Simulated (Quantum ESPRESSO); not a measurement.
**AlSn in Quantum ESPRESSO: the effect of target pressure**

Crystal: AlSn.

```
Sn Al
1.0
     4.19811    0.00000    0.00000
    -2.09905    3.63567    0.00000
     0.00000    0.00000    3.30685
Sn Al
1 1
Direct
  0.33333 0.66667 0.50000
  0.00000 0.00000 0.00000
```

The cell comes from a database or a generator and needn't be the stable form of this composition.

Alike in all runs:

| Quantity | Value |
| --- | --- |
| Program | Quantum ESPRESSO 7.5 |
| Task | phonons |
| Functional | PBE |
| Potentials or basis | GBRV 1.5 PBE |
| Cutoff | 925 eV |
| Density cutoff | 7401 eV |
| k mesh | 5 × 5 × 6 |
| Occupations | cold, width 0.2 eV |
| Spin | no spin polarisation |

Each run relaxes the cell or the atoms first.

```tsv
target pressure	relaxed volume (Å³/atom)	highest phonon frequency (cm⁻¹)
5 GPa	23.59	248
20 GPa	19.82	300
40 GPa	?	?
```

Task: What does the run with target pressure 40 GPa give?

Result: Relaxed volume 17.52 Å³/atom; highest phonon frequency 350 cm⁻¹.

Caveats: the mesh is thin for the phonons of a metal; the cell is more than 3 GPa from zero pressure, which shifts response properties; the volume moved by over 15 % at a fixed basis, so the end points are rough (some runs).
